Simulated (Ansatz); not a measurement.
# C2H5NSi: basis-set convergence

Aim: see how fast density functionals converge with the basis set for C2H5NSi.

Program: Ansatz 0.2.0, Gaussian basis. Level of theory: one geometry, several basis sets. These are calculated values, not measurements.

The runs, in order: PBE0-D4/def2-SVP; ωB97M-V/def2-SVP; PBE0-D4/def2-QZVPP; ωB97M-V/def2-QZVPP; the functionals' def2-TZVPP values are taken from earlier runs.

### Step 1. The geometry

An earlier PBE0-D4 in a triple-zeta def2 set relaxation fixed the geometry.

SMILES `N#CC[SiH3]`, 9 atoms, charge 0, spin multiplicity 1.

Atoms are counted from 1 here; the program's logs count them from 0.

Bond lengths: N1–C2 1.151 Å, C2–C3 1.444 Å, C3–Si4 1.901 Å, C3–H5 1.094 Å, C3–H6 1.094 Å, Si4–H7 1.485 Å, Si4–H8 1.482 Å, Si4–H9 1.482 Å. Angles: N1–C2–C3 177.9°, C2–C3–Si4 111.7°, C2–C3–H5 109.6°, C2–C3–H6 109.6°, Si4–C3–H5 109.2°, Si4–C3–H6 109.2°, H5–C3–H6 107.5°, C3–Si4–H7 107.6°, C3–Si4–H8 109.3°, C3–Si4–H9 109.3°, H7–Si4–H8 110.1°, H7–Si4–H9 110.1°, H8–Si4–H9 110.4°.

As a file:

```xyz
9

N     2.6893   -0.4161   -0.1448
C     1.6511    0.0620   -0.2773
C     0.3279    0.6222   -0.4173
Si   -0.9889   -0.4674    0.4141
H     0.0863    0.7308   -1.4785
H     0.3031    1.6199    0.0301
H    -2.3055    0.1895    0.2158
H    -0.9868   -1.8068   -0.2200
H    -0.6881   -0.5801    1.8608
```

### Step 2. PBE0-D4 in def2-SVP

Contents of in.yaml:

```yaml
crystal:
  periodic: [false, false, false]
  atoms:
    - {symbol: N, position_ang: [2.689338, -0.416070, -0.144813]}
    - {symbol: C, position_ang: [1.651051, 0.061984, -0.277310]}
    - {symbol: C, position_ang: [0.327894, 0.622170, -0.417314]}
    - {symbol: Si, position_ang: [-0.988878, -0.467437, 0.414101]}
    - {symbol: H, position_ang: [0.086328, 0.730778, -1.478460]}
    - {symbol: H, position_ang: [0.303102, 1.619858, 0.030104]}
    - {symbol: H, position_ang: [-2.305470, 0.189493, 0.215803]}
    - {symbol: H, position_ang: [-0.986778, -1.806847, -0.220019]}
    - {symbol: H, position_ang: [-0.688088, -0.580127, 1.860808]}
basis:
  gaussian: {orbitals: def2-SVP}
hamiltonian: {xc: pbe0, dispersion: d4}
output: {orbitals: {seedname: orbitals}}
```

Command:

```sh
$ ansatz run in.yaml --threads 2 --pin off --events-out ev --progress --plain --max-ram 4352MiB
```

The runs that follow: ωB97M-V in def2-SVP; PBE0-D4 in def2-QZVPP; ωB97M-V in def2-QZVPP.

Q: Predict the results of all the runs planned. Wanted: PBE0-D4: double and triple zeta above quadruple; ωB97M-V: double and triple zeta above quadruple.

As calculated:

| quantity | value |
| --- | --- |
| PBE0-D4: double and triple zeta above quadruple | 7.32, 0.46 eV |
| ωB97M-V: double and triple zeta above quadruple | 7.50, 0.43 eV |

PBE0-D4 gains 6.86 eV from double to triple zeta, then 0.46 eV more. These are total energies; as a rule much of such shifts cancels in differences, which this series doesn't test. The LUMO of ωB97M-V is positive and keeps falling with the basis (2.34 to 1.10 eV): an unbound level that the basis holds in place.
